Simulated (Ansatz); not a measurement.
# ZnN2H4: taking an electron away

How much energy removes an electron from ZnN2H4 at fixed geometry? The cation is run at each level and the neutral's energy taken from earlier runs.

Program: Ansatz 0.2.0, Gaussian basis. Level of theory: unrestricted cation, the program's frozen cores in correlated methods. These are calculated values, not measurements.

The runs, in order: UKS PBE-D4/def2-TZVPP; UKS r2SCAN-D4/def2-TZVPP; UKS PBE0-D4/def2-TZVPP; UKS B3LYP-D4/def2-TZVPP; UKS wB97X-V/def2-TZVPP; UKS wB97M-V/def2-TZVPP; UKS B2PLYP (frozen core with 3s3p of Cu, Zn)/def2-TZVPP; UHF-CCSD(T) with 3s3p of Cu, Zn/def2-TZVPP; UHF-CCSD(T) with 3s3p of Cu, Zn/def2-QZVPP; extrapolation to the limit; then −ε(HOMO) from the neutral's earlier runs with LDA (SPW92), PBE-D4, revPBE-D4, BLYP-D4, r2SCAN-D4, B97M-V, PBE0-D4, B3LYP-D4, r2SCANh-D4, r2SCAN0-D4, HSE06-D4, BHLYP-D4, CAM-B3LYP-D4, LC-ωPBE, ωB97X-V, ωB97M-V.

## (1) The geometry

The geometry comes from an earlier relaxation with PBE0-D4 in a triple-zeta def2 set; it is a stationary point, not always the lowest conformer.

SMILES `[NH2][Zn][NH2]`, 7 atoms, charge 0, spin multiplicity 1.

Atoms are counted from 1 here; the program's logs count them from 0.

Bond lengths: N1–Zn2 1.811 Å, N1–H4 1.009 Å, N1–H5 1.010 Å, Zn2–N3 1.811 Å, N3–H6 1.010 Å, N3–H7 1.009 Å. Angles: Zn2–N1–H4 117.8°, Zn2–N1–H5 117.9°, H4–N1–H5 108.3°, N1–Zn2–N3 174.1°, Zn2–N3–H6 117.9°, Zn2–N3–H7 117.8°, H6–N3–H7 108.3°.

## (2) Cation, UKS PBE-D4/def2-TZVPP

File in.yaml:

```yaml
crystal:
  periodic: [false, false, false]
  atoms:
    - {symbol: N, position_ang: [-1.437046, -0.173464, -1.094470]}
    - {symbol: Zn, position_ang: [0.028102, -0.008502, -0.042343]}
    - {symbol: N, position_ang: [1.594303, 0.125885, 0.857539]}
    - {symbol: H, position_ang: [-2.312252, -0.407595, -0.649214]}
    - {symbol: H, position_ang: [-1.611778, 0.549607, -1.777186]}
    - {symbol: H, position_ang: [2.146879, -0.711525, 0.971016]}
    - {symbol: H, position_ang: [1.591782, 0.625604, 1.734658]}
basis:
  gaussian: {orbitals: def2-TZVPP}
total_charge: 1
magnetization: {spin_polarized: true, initial_magnetization: 1}
hamiltonian: {xc: pbe, dispersion: d4}
```

On the command line:

```bash
ansatz run in.yaml --threads 2 --pin off --events-out ev --progress --plain --max-ram 32768MiB --backend cpu
```

Further steps of the session: Cation, UKS r2SCAN-D4/def2-TZVPP; Cation, UKS PBE0-D4/def2-TZVPP; Cation, UKS B3LYP-D4/def2-TZVPP; Cation, UKS wB97X-V/def2-TZVPP; Cation, UKS wB97M-V/def2-TZVPP; Cation, UKS B2PLYP (frozen core with 3s3p of Cu, Zn)/def2-TZVPP; Cation, UHF-CCSD(T) with 3s3p of Cu, Zn/def2-TZVPP; Cation, UHF-CCSD(T) with 3s3p of Cu, Zn/def2-QZVPP.

Q: Predict the results of all the runs planned. Wanted: ionisation energy, CCSD(T)/CBS; nearest functional by difference; nearest −ε(HOMO); −ε(HOMO) of PBE; T1 of the cation.

The runs gave:

| quantity | value |
| --- | --- |
| ionisation energy, CCSD(T)/CBS | 9.44 eV |
| nearest functional by difference | ωB97M-V (-0.15 eV) |
| nearest −ε(HOMO) | LC-ωPBE (+0.19 eV) |
| −ε(HOMO) of PBE | 5.42 eV |
| T1 of the cation | 0.021 |

In words: Energy differences with functionals land within 0.87 eV of the reference. The PBE orbital energy is 4.0 eV too small: a semilocal HOMO is no ionisation energy. Among orbital estimates LC-ωPBE comes nearest. Hartree-Fock falls 1.77 eV short, as the neutral has more correlation energy than the cation. For Zn the d shell is correlated and the shells below it are frozen.
